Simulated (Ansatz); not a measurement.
Which YAML input does this script hand to the engine? (Ansatz's Python interface)

`ch6fnsi2.py`:
```python
import ansatz as az


def main() -> None:
    deck = {
        "crystal": {
            "periodic": [False, False, False],
            "atoms": [
                {"symbol": "F", "position_ang": [-1.5213, -0.4891, 2.4549]},
                {"symbol": "Si", "position_ang": [-0.5009, 0.1726, 1.4416]},
                {"symbol": "N", "position_ang": [0.4217, -1.1258, 0.8956]},
                {"symbol": "C", "position_ang": [-0.3091, -0.6682, -0.1866]},
                {"symbol": "Si", "position_ang": [0.189, 0.4969, -1.5172]},
                {"symbol": "H", "position_ang": [0.5125, 1.1031, 2.022]},
                {"symbol": "H", "position_ang": [1.4467, -0.8088, 0.8404]},
                {"symbol": "H", "position_ang": [-1.1965, -1.2777, -0.4415]},
                {"symbol": "H", "position_ang": [-0.8355, 1.5722, -1.664]},
                {"symbol": "H", "position_ang": [1.452, 1.1696, -1.0633]},
                {"symbol": "H", "position_ang": [0.4068, -0.2018, -2.7613]},
            ],
        },
        "basis": {"gaussian": {"orbitals": "def2-SVP"}},
        "correlation": {"method": "mp2"},
    }
    session = az.Session.from_dict(deck)
    summary = session.plan(threads=1).execute().report

    for key in ("converged", "free_energy_ev", "reference_energy_ev", "n_frozen", "n_occupied", "n_virtual"):
        print(f"{key:22s} {summary[key]}")
    symbols = ["F", "Si", "N", "C", "Si", "H", "H", "H", "H", "H", "H"]
    parts = summary["correlation"]
    for name in ("random_phase", "coupled_cluster", "perturbative"):
        if name in parts:
            print(f"{name:16s} {parts[name]['energy']['hartree']:12.7f} Ha")
    if "second_order" in parts:
        pair = parts["second_order"]
        print(f"MP2 same spin {pair['same_spin']['hartree']:.7f} Ha, opposite spin {pair['opposite_spin']['hartree']:.7f} Ha")


if __name__ == "__main__":
    main()
```

Output of `python ch6fnsi2.py`:
```text
converged              True
free_energy_ev         -21046.09384982859
reference_energy_ev    -21027.315846133206
n_frozen               13
n_occupied             [15, 15]
n_virtual              [80, 80]
MP2 same spin -0.1662933 Ha, opposite spin -0.5237856 Ha
```

`input.yaml`:
```yaml
crystal:
  periodic: [false, false, false]
  atoms:
    - { symbol: F, position_ang: [-1.5213, -0.4891, 2.4549] }
    - { symbol: Si, position_ang: [-0.5009, 0.1726, 1.4416] }
    - { symbol: "N", position_ang: [0.4217, -1.1258, 0.8956] }
    - { symbol: C, position_ang: [-0.3091, -0.6682, -0.1866] }
    - { symbol: Si, position_ang: [0.189, 0.4969, -1.5172] }
    - { symbol: H, position_ang: [0.5125, 1.1031, 2.022] }
    - { symbol: H, position_ang: [1.4467, -0.8088, 0.8404] }
    - { symbol: H, position_ang: [-1.1965, -1.2777, -0.4415] }
    - { symbol: H, position_ang: [-0.8355, 1.5722, -1.664] }
    - { symbol: H, position_ang: [1.452, 1.1696, -1.0633] }
    - { symbol: H, position_ang: [0.4068, -0.2018, -2.7613] }
basis:
  gaussian: { orbitals: def2-SVP }
correlation:
  method: mp2
```

On the command line:
```console
$ ansatz run input.yaml --threads 1 --pin off --max-ram 4096MiB --backend cpu --events-out ev --progress --plain --runs-dir out
Engine: ansatz 0.2.0, aarch64-unknown-linux-gnu
Functional definition: HF
  exchange = exact_x
  correlation = 0
1057 factors; integrals over basis functions are off by at most 1.1e-3 eV
mean field evaluation 1: about -21023.4993 eV, gradient 3.9e1 eV
mean field evaluation 2: about -21023.5022 eV, gradient 3.9e1 eV
mean field evaluation 4: about -21027.2610 eV, gradient 3.6e0 eV
mean field evaluation 8: about -21027.3157 eV, gradient 1.1e-1 eV
mean field -21027.31584613 eV, -772.7396045188 hartree, gradient 2.6e-6 eV, S^2 0.000000; 0 other end points of the search recorded, 0 dependent functions left out
13 core orbitals not correlated: weight in the atoms' cores, before any rotation towards them, 1.000 or more for the frozen orbitals, at most 0.000 for the correlated occupied ones
reference -21027.31584613 eV, -772.7396045188 hartree; 15, 15 occupied and 80, 80 virtual orbitals, 1057 factors
second order -18.77800370 eV of doubles, -0.00000000 eV of singles
Total energy: -21046.09384983 eV, -773.4296834264 hartree
```

Total energies depend on the basis set; only differences at equal settings carry meaning. The geometry is a force-field or estimated start, not a minimum of this method, and the basis set is short of its limit. It ran for 2.2 s on 1 thread of Arm Neoverse V1 (shared host), peak memory 0.24 GiB.
